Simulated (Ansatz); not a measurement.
# C₄H₁₀O₃: taking an electron away

The task here is to estimate one member of a computed series from the others.

Program: Ansatz 0.2.0, Gaussian basis. Level of theory: unrestricted cation, the program's frozen cores in correlated methods. These are calculated values, not measurements.

Levels to be run: UKS PBE-D4/def2-TZVPP; UKS r2SCAN-D4/def2-TZVPP; UKS PBE0-D4/def2-TZVPP; UKS B3LYP-D4/def2-TZVPP; UKS wB97X-V/def2-TZVPP; UKS wB97M-V/def2-TZVPP; UKS B2PLYP/def2-TZVPP; UHF-CCSD(T)/def2-TZVPP; UHF-MP2/def2-QZVPP; extrapolation to the limit; then −ε(HOMO) from the neutral's earlier runs with LDA (SPW92), PBE-D4, revPBE-D4, BLYP-D4, r2SCAN-D4, B97M-V, PBE0-D4, B3LYP-D4, r2SCANh-D4, r2SCAN0-D4, HSE06-D4, BHLYP-D4, CAM-B3LYP-D4, LC-ωPBE, ωB97X-V, ωB97M-V.

## The relaxed structure

All runs share one geometry, relaxed beforehand with PBE0-D4 in a triple-zeta def2 set.

SMILES `OCCOCCO`, 17 atoms, charge 0, spin multiplicity 1.

Atoms are counted from 1 here; the program's logs count them from 0.

Bond lengths: O1–C2 1.407 Å, O1–H8 0.964 Å, C2–C3 1.513 Å, C2–H9 1.100 Å, C2–H10 1.093 Å, C3–O4 1.413 Å, C3–H11 1.099 Å, C3–H12 1.093 Å, O4–C5 1.406 Å, C5–C6 1.515 Å, C5–H13 1.101 Å, C5–H14 1.099 Å, C6–O7 1.409 Å, C6–H15 1.092 Å, C6–H16 1.098 Å, O7–H17 0.960 Å. Angles: C2–O1–H8 106.4°, O1–C2–C3 111.0°, O1–C2–H9 110.9°, O1–C2–H10 107.7°, C3–C2–H9 110.4°, C3–C2–H10 109.4°, H9–C2–H10 107.2°, C2–C3–O4 111.4°, C2–C3–H11 110.7°, C2–C3–H12 109.5°, O4–C3–H11 110.7°, O4–C3–H12 105.8°, H11–C3–H12 108.7°, C3–O4–C5 114.4°, O4–C5–C6 108.0°, O4–C5–H13 111.5°, O4–C5–H14 110.6°, C6–C5–H13 109.6° and more.

As a file:

```mol
C4H10O3
  3D, bonds by distance, orders not assigned

 17 16  0  0  0  0  0  0  0  0999 V2000
   -0.4831   -1.0614   -2.4617 O   0  0
   -0.0364   -1.7599   -1.3255 C   0  0
   -0.8557   -1.3953   -0.1066 C   0  0
   -0.8524   -0.0002    0.1181 O   0  0
    0.3089    0.4844    0.7457 C   0  0
    0.1084    1.9588    1.0293 C   0  0
    1.2253    2.5186    1.6802 O   0  0
   -0.6873   -0.1665   -2.1685 H   0  0
    1.0312   -1.5687   -1.1415 H   0  0
   -0.1436   -2.8290   -1.5286 H   0  0
   -0.4921   -1.9321    0.7806 H   0  0
   -1.9008   -1.6662   -0.2756 H   0  0
    1.1978    0.3484    0.1102 H   0  0
    0.4923   -0.0513    1.6875 H   0  0
   -0.7427    2.0868    1.7007 H   0  0
   -0.1283    2.4834    0.0945 H   0  0
    1.9585    2.5503    1.0610 H   0  0
  1  2  8  0
  2  3  8  0
  3  4  8  0
  4  5  8  0
  5  6  8  0
  6  7  8  0
  1  8  8  0
  2  9  8  0
  2 10  8  0
  3 11  8  0
  3 12  8  0
  5 13  8  0
  5 14  8  0
  6 15  8  0
  6 16  8  0
  7 17  8  0
M  END
```

The first run:

File in.yaml:

```yaml
crystal:
  periodic: [false, false, false]
  atoms:
    - {symbol: O, position_ang: [-0.483108, -1.061399, -2.461664]}
    - {symbol: C, position_ang: [-0.036404, -1.759914, -1.325517]}
    - {symbol: C, position_ang: [-0.855664, -1.395302, -0.106628]}
    - {symbol: O, position_ang: [-0.852356, -0.000171, 0.118131]}
    - {symbol: C, position_ang: [0.308886, 0.484429, 0.745716]}
    - {symbol: C, position_ang: [0.108390, 1.958752, 1.029331]}
    - {symbol: O, position_ang: [1.225256, 2.518629, 1.680169]}
    - {symbol: H, position_ang: [-0.687301, -0.166522, -2.168461]}
    - {symbol: H, position_ang: [1.031207, -1.568747, -1.141489]}
    - {symbol: H, position_ang: [-0.143639, -2.828973, -1.528576]}
    - {symbol: H, position_ang: [-0.492101, -1.932120, 0.780611]}
    - {symbol: H, position_ang: [-1.900779, -1.666244, -0.275614]}
    - {symbol: H, position_ang: [1.197822, 0.348430, 0.110229]}
    - {symbol: H, position_ang: [0.492282, -0.051337, 1.687533]}
    - {symbol: H, position_ang: [-0.742746, 2.086775, 1.700702]}
    - {symbol: H, position_ang: [-0.128269, 2.483392, 0.094544]}
    - {symbol: H, position_ang: [1.958537, 2.550312, 1.060962]}
basis:
  gaussian: {orbitals: def2-TZVPP}
total_charge: 1
magnetization: {spin_polarized: true, initial_magnetization: 1}
hamiltonian: {xc: pbe, dispersion: d4}
```

Launch:

```console
ansatz run in.yaml --threads 2 --pin off --events-out ev --progress --plain --max-ram 32768MiB --backend cuda --devices 0, --max-vram 18GiB
```

Steps of the session up to this table: Cation, UKS PBE-D4/def2-TZVPP; Cation, UKS r2SCAN-D4/def2-TZVPP; Cation, UKS PBE0-D4/def2-TZVPP; Cation, UKS B3LYP-D4/def2-TZVPP; Cation, UKS wB97X-V/def2-TZVPP; Cation, UKS wB97M-V/def2-TZVPP; Cation, UKS B2PLYP (frozen core)/def2-TZVPP; Cation, UHF-CCSD(T)/def2-TZVPP; Cation, UHF-MP2/def2-QZVPP.

One table of the session follows, with a row left open; its other results are not shown here.

It belongs to the step «Ionisation energies side by side». For comparison, −ε(HOMO) of the neutral from earlier runs:

| functional | −ε(HOMO) (eV) |
| --- | --- |
| LDA (SPW92) | 6.14 |
| PBE-D4 | 5.98 |
| revPBE-D4 | 5.92 |
| BLYP-D4 | 5.92 |
| r2SCAN-D4 | 6.31 |
| B97M-V | 6.48 |
| PBE0-D4 | 7.58 |
| B3LYP-D4 | 7.37 |
| r2SCANh-D4 | 6.91 |
| r2SCAN0-D4 | 7.81 |
| HSE06-D4 | 7.17 |
| BHLYP-D4 | 9.16 |
| CAM-B3LYP-D4 | 9.08 |
| LC-ωPBE | 10.38 |
| ωB97X-V | 10.07 |
| ωB97M-V | ? |

**Question.** Estimate the row for ωB97M-V.

**Answer.** −ε(HOMO) (eV): 10.01. In the column «−ε(HOMO) (eV)» it lies between BHLYP-D4 (9.16) and ωB97X-V (10.07).

Caveats from the session: The cation may have settled in a state other than its lowest; no search over hole states beyond the program's own was made.
